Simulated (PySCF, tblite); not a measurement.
**C₈H₇S radical: geometry, infrared bands and EPR parameters**

Wanted: the infrared bands and EPR parameters of C₈H₇S radical (`C=[C]c1cccc(S)c1`), by calculation.

The runs use tblite 0.8.0 and PySCF 2.14.0, with density-fitted response routines of our own; the level of theory stands in each step. All values are computed, except where a source is named. Atoms count from 0, in the outputs and in this text.

## (1) Starting geometry

16 atoms, charge 0, multiplicity 2; geometry from: force field or distance geometry start.

Bonds of the start (Å): C0–C1 1.29, C1–C2 1.44, C2–C3 1.40, C3–C4 1.39, C4–C5 1.39, C5–C6 1.39, C6–S7 1.78, C6–C8 1.40, C8–C2 1.39, C0–H9 1.09, C0–H10 1.09, C3–H11 1.09, C4–H12 1.09, C5–H13 1.10, S7–H14 1.34, C8–H15 1.08.

## (2) Optimising the geometry with GFN2-xTB

What the job is given:

```
{"job": {"kind": "relax", "xc": "GFN2-xTB", "basis": "xTB"}, "charge": 0, "multiplicity": 2}
C     -3.003800    -1.381800    -0.396300
C     -1.892000    -0.753000    -0.221600
C     -0.638500    -0.076400    -0.007100
C     -0.643300     1.222600     0.519000
C      0.564800     1.883200     0.727100
C      1.764000     1.264500     0.373600
C      1.770100    -0.024300    -0.160200
S      3.318800    -0.793000    -0.592400
C      0.561000    -0.696700    -0.353200
H     -3.533000    -1.316400    -1.341700
H     -3.456300    -1.970300     0.398100
H     -1.580300     1.699900     0.797600
H      0.566100     2.890800     1.145100
H      2.708700     1.798300     0.525600
H      2.948800    -2.046000    -0.298100
H      0.537300    -1.692400    -0.767900
```

The run is started by

```console
$ OMP_NUM_THREADS=1 python probes_run.py task.json out
```

This one command runs all jobs of the session in turn.

Log:

```text
step      E/eV     max force
  0    -648.17786    3.518
  1    -648.31714    1.878
  2    -648.34830    0.899
  3    -648.36219    0.319
  4    -648.37172    0.257
  5    -648.37600    0.146
  6    -648.37775    0.107
  7    -648.37962    0.111
  8    -648.38120    0.160
  9    -648.38302    0.166
 10    -648.38466    0.109
 11    -648.38588    0.091
 12    -648.38687    0.094
 13    -648.38823    0.137
 14    -648.39056    0.173
 15    -648.39381    0.188
 16    -648.39707    0.160
 17    -648.39986    0.128
 18    -648.40179    0.152
 19    -648.40421    0.137
 20    -648.40624    0.168
 21    -648.40848    0.107
 22    -648.40970    0.089
 23    -648.41085    0.070
 24    -648.41139    0.061
 25    -648.41203    0.042
 26    -648.41232    0.040
 27    -648.41278    0.051
 28    -648.41337    0.067
 29    -648.41411    0.064
 30    -648.41479    0.064
 31    -648.41545    0.059
 32    -648.41618    0.064
 33    -648.41696    0.061
 34    -648.41753    0.070
 35    -648.41786    0.062
 36    -648.41808    0.047
 37    -648.41835    0.046
 38    -648.41857    0.033
 39    -648.41873    0.032
 40    -648.41883    0.027
 41    -648.41893    0.021
 42    -648.41902    0.020
 43    -648.41907    0.015
 44    -648.41911    0.013
 45    -648.41914    0.013
 46    -648.41917    0.013
 47    -648.41919    0.012
 48    -648.41921    0.009
```

Run time: 0.27 s. Hardware: 1 thread of Arm Neoverse V2, shared host.

Relaxation path: (not every step is listed)

| step | energy from step 0 (eV) | largest force (eV/Å) |
| --- | --- | --- |
| 0 | 0.0000 | 3.5181 |
| 1 | -0.1393 | 1.8784 |
| 2 | -0.1704 | 0.8993 |
| 3 | -0.1843 | 0.3189 |
| 4 | -0.1939 | 0.2567 |
| 5 | -0.1981 | 0.1456 |
| 6 | -0.1999 | 0.1071 |
| 7 | -0.2018 | 0.1108 |
| 8 | -0.2033 | 0.1603 |
| 11 | -0.2080 | 0.0911 |
| 14 | -0.2127 | 0.1735 |
| 17 | -0.2220 | 0.1282 |
| 20 | -0.2284 | 0.1684 |
| 23 | -0.2330 | 0.0704 |
| 26 | -0.2345 | 0.0403 |
| 29 | -0.2363 | 0.0639 |
| 32 | -0.2383 | 0.0641 |
| 35 | -0.2400 | 0.0619 |
| 38 | -0.2407 | 0.0327 |
| 41 | -0.2411 | 0.0214 |
| 43 | -0.2412 | 0.0148 |
| 44 | -0.2413 | 0.0127 |
| 45 | -0.2413 | 0.0132 |
| 46 | -0.2413 | 0.0127 |
| 47 | -0.2413 | 0.0122 |
| 48 | -0.2414 | 0.0093 |

Close pairs (by a distance rule), those that changed most:

| bond | before (Å) | after (Å) | change (Å) |
| --- | --- | --- | --- |
| C1–C2 | 1.441 | 1.352 | -0.088 |
| C2–C8 | 1.394 | 1.426 | +0.032 |
| C2–C3 | 1.402 | 1.426 | +0.024 |
| C6–C8 | 1.397 | 1.373 | -0.024 |
| C3–C4 | 1.393 | 1.371 | -0.022 |
| C5–H13 | 1.096 | 1.078 | -0.018 |
| C4–H12 | 1.091 | 1.080 | -0.011 |
| C6–S7 | 1.782 | 1.773 | -0.009 |

The end geometry stands in the next job.

## (3) Infrared spectrum with GFN2-xTB

What the job is given:

```
{"job": {"kind": "ir", "xc": "GFN2-xTB", "basis": "xTB"}, "charge": 0, "multiplicity": 2}
C     -2.951831    -1.360485    -0.385373
C     -1.837938    -0.746973    -0.188996
C     -0.670394    -0.095065     0.012337
C     -0.648764     1.246021     0.496107
C      0.544707     1.892065     0.690010
C      1.754232     1.261145     0.420496
C      1.752873    -0.053442    -0.052539
S      3.323543    -0.808267    -0.379237
C      0.576535    -0.731818    -0.256164
H     -3.480266    -1.322642    -1.330546
H     -3.433977    -1.953571     0.382362
H     -1.587948     1.735028     0.703094
H      0.552067     2.908154     1.056403
H      2.690845     1.772601     0.573033
H      2.838841    -1.983970    -0.775796
H      0.569877    -1.749836    -0.617553
```

Log:

```text
mode    cm-1     km/mol
  1     100.4      0.05
  2     109.1      0.03
  3     164.7      0.10
  4     212.8     39.52
  5     227.0      3.18
  6     260.1      3.44
  7     375.6      0.12
  8     391.1      0.23
  9     436.1      0.01
 10     438.6      0.74
 11     497.2      0.16
 12     511.7      1.61
 13     618.3      0.24
 14     657.1      5.35
 15     747.2     32.19
 16     814.8      0.33
 17     835.8     13.01
 18     841.2      0.09
 19     855.7     18.00
 20     871.4     43.87
 21     913.6      0.02
 22     928.2      3.38
 23     957.0      8.99
 24    1106.3     27.59
 25    1123.4      4.07
 26    1172.0      0.53
 27    1203.5      4.77
 28    1253.9      1.97
 29    1318.5      1.42
 30    1366.6      5.78
 31    1400.3      3.35
 32    1425.1     10.13
 33    1496.7     59.30
 34    1549.4     19.25
 35    1960.8    144.23
 36    2426.7     94.96
 37    2985.0     11.65
 38    3004.3     38.61
 39    3077.7     20.37
 40    3079.8     28.22
 41    3098.0     40.20
 42    3110.0     16.74
```

Wall time 0.47 s (1 thread of Arm Neoverse V2, shared host).

The strongest bands and the atoms that carry them (share of the mass-weighted mode):

| cm⁻¹ | km/mol | atoms |
| --- | --- | --- |
| 213 | 39.5 | H14 75 %, C1 14 % |
| 747 | 32.2 | H13 29 %, H11 20 %, H15 13 %, H12 11 % |
| 871 | 43.9 | H14 42 %, C6 12 %, C8 10 % |
| 1497 | 59.3 | C5 34 %, C8 13 %, C3 13 %, C4 12 % |
| 1961 | 144.2 | C1 66 %, C0 25 % |
| 2427 | 95.0 | H14 97 % |
| 3004 | 38.6 | H10 53 %, H9 43 % |
| 3098 | 40.2 | H11 80 % |

## (4) EPR parameters: B3LYP/pcH-1

Same as in step 3 but for these lines:

```diff
@@ -1,2 +1,2 @@
-{"job": {"kind": "ir", "xc": "GFN2-xTB", "basis": "xTB"}, "charge": 0, "multiplicity": 2}
+{"job": {"kind": "epr", "basis": "pcH-1"}, "charge": 0, "multiplicity": 2}
 C     -2.951831    -1.360485    -0.385373
```

With the program's defaults for keys left out, this is: UKS B3LYP, pcH-1 on C H S, non-relativistic, mean-field spin-orbit, GIAO.

Log:

```text
UKS, coarse grid
  cycle   1  E = -707.14027911  |g| = 3.11e-01
  cycle   2  E = -707.13660453  |g| = 3.21e-01
  cycle   3  E = -707.18809828  |g| = 8.24e-02
  cycle   4  E = -707.19081991  |g| = 4.87e-02
  cycle   5  E = -707.19217583  |g| = 1.49e-02
  cycle   6  E = -707.19232556  |g| = 7.77e-03
  cycle   7  E = -707.19239811  |g| = 3.33e-03
  cycle   8  E = -707.19241637  |g| = 2.12e-03
  cycle   9  E = -707.19242265  |g| = 8.61e-04
UKS, final grid
  cycle   1  E = -707.19244441  |g| = 1.39e-03
  cycle   2  E = -707.19244194  |g| = 2.57e-03
  cycle   3  E = -707.19244564  |g| = 1.96e-04
  cycle   4  E = -707.19244568  |g| = 1.18e-04
  cycle   5  E = -707.19244572  |g| = 9.24e-05
  cycle   6  E = -707.19244573  |g| = 2.57e-05
E = -707.19244573 Eh   <S^2> = 0.7840 (exact 0.7500)
g shifts (ppm)      1          2          3
  rmc          -142       -142       -142
  gc             37         -5         35
  oz_so        -290         10        407
  total        -395       -137        300
hyperfine (MHz)  atom isotope    a_iso     a_fc   dipolar eigenvalues
    0   13C     -45.19     -45.19    -10.47      2.52      7.95
    1   13C      54.53      54.63    -59.22    -45.33    104.55
    2   13C     -43.44     -43.46    -19.68      8.11     11.57
    3   13C      28.40      28.42    -20.80    -20.22     41.02
    4   13C     -22.97     -22.99    -16.70      7.31      9.39
    5   13C      28.06      28.09    -25.01    -23.25     48.26
    6   13C     -25.25     -25.21    -16.90      7.45      9.45
    7   33S      -0.70      -0.74     -3.44      1.23      2.21
    8   13C      28.30      28.33    -20.59    -20.03     40.62
    9    1H     125.80     125.81     -3.38     -2.44      5.82
   10    1H     125.47     125.47     -3.40     -2.45      5.85
   11    1H     -17.52     -17.52     -7.16     -2.23      9.39
   12    1H       7.06       7.06     -2.52     -1.09      3.62
   13    1H     -20.57     -20.57    -12.29     -0.08     12.37
   14    1H      -0.17      -0.17     -1.32     -1.14      2.46
   15    1H     -17.23     -17.23     -7.06     -2.21      9.27
```

It took 1.7 min on 1 thread of Arm Neoverse V2, shared host; peak memory 0.98 GiB.

Principal g values 2.00192, 2.00218, 2.00262; g(iso) = 2.00224, against 2.00232 for a free electron.

Mean a(iso) over the nuclei that a row names, and the largest dipolar term of the row (other rows stand at the frozen geometry):

| nuclei | isotope | a(iso) (MHz) | a(iso) (G, at g = 2.0023) | largest dipolar term (MHz) |
| --- | --- | --- | --- | --- |
| H9, H10 | 1H | 125.6 | 44.8 | 5.9 |
| C1 | 13C | 54.5 | 19.5 | 104.5 |
| C0 | 13C | -45.2 | -16.1 | -10.5 |
| C2 | 13C | -43.4 | -15.5 | -19.7 |
| C3 | 13C | 28.4 | 10.1 | 41.0 |
| C8 | 13C | 28.3 | 10.1 | 40.6 |
| C5 | 13C | 28.1 | 10.0 | 48.3 |
| C6 | 13C | -25.2 | -9.0 | -16.9 |
| C4 | 13C | -23.0 | -8.2 | -16.7 |
| H13 | 1H | -20.6 | -7.3 | 12.4 |
| H11 | 1H | -17.5 | -6.3 | 9.4 |
| H15 | 1H | -17.2 | -6.1 | 9.3 |
| H12 | 1H | 7.1 | 2.5 | 3.6 |
| S7 | 33S | -0.7 | -0.2 | -3.4 |

Mulliken spin populations:

C0 -0.12; C1 0.65; C2 -0.18; C3 0.27; C4 -0.14; C5 0.32; C6 -0.13; S7 -0.01; C8 0.27; H9 0.06; H10 0.06; H11 -0.01; H12 0.01; H13 -0.01; H14 0.00; H15 -0.01

In first order the couplings over 0.8 MHz of 1H give 48 distinct lines over 111.9 G, if the averaged nuclei exchange fast.

The fields below are evaluated on a grid from the run's orbitals.

ELF in a plane through or near 14 of the atoms.

Ten even steps from '0' (0.00) to '9' (1.00):
```
0000000000000000000000000000
0000000000000000000000000000
0000000000000000000000000000
0000000017870000000000000000
0000000059992018970000000000
0000000039993079992000000000
0000000005846579970000000000
0000079846558475400354100000
0000399993774578224775210000
0000069971530354763976410000
0000000027145695831852620000
0000134457253944157866410000
0001478228635897016764100000
0001587484306999101432000000
0000367559950899100000000000
0000012379990032000000000000
0000000039980000000000000000
0000000002200000000000000000
0000000000000000000000000000
0000000000000000000000000000
```
The map spans 12.9 Å across and 11.2 Å up, centred on the molecule. Atoms in the plane (x, y in Å): C0 (3.3, -0.3), C1 (2.0, -0.1), C2 (0.7, 0.1), C3 (0.2, 1.5), C4 (-1.2, 1.7), C5 (-2.1, 0.6), C6 (-1.6, -0.7), S7 (-2.8, -2.0), C8 (-0.3, -0.9), H11 (0.9, 2.3), H12 (-1.6, 2.7), H13 (-3.2, 0.8), H14 (-1.9, -3.0), H15 (0.1, -1.9).

On the surface of density 0.002 e/bohr³ the electrostatic potential runs, from the 1st to the 99th percentile, from -0.83 V near S7 to 1.37 V near H14.

The spin density lies nearest to C1 32 %; C3, C5, C8 about 12 % each.

## (5) Outcome

| quantity | value |
| --- | --- |
| strongest single infrared mode (GFN2-xTB) | 1961 cm⁻¹, 144 km/mol |
| zero-point energy (GFN2-xTB) | 71.4 kcal/mol |
| g(iso) (B3LYP) | 2.00224 |
| ⟨S²⟩ | 0.784 (exact 0.75) |
| largest a(iso) (averaged by class) | 1H on H9, H10, 125.6 MHz |
| surface potential, 1st and 99th percentile | -0.83 V and 1.37 V |

The optimisation took 48 steps and gained 0.241 eV; among the close pairs (by a distance rule), C1–C2 changed most, from 1.441 to 1.352 Å. No mode is imaginary among the 42: a minimum at this level. The strongest single mode, at 1961 cm⁻¹, moves mainly C1. Unscaled tight-binding wavenumbers are off by several per cent, some by more. Its intensities can rank the bands wrongly. The largest share of the spin, 0.65 e, sits on C1. The isotropic g lies 0.1 ppt below the free-electron value.
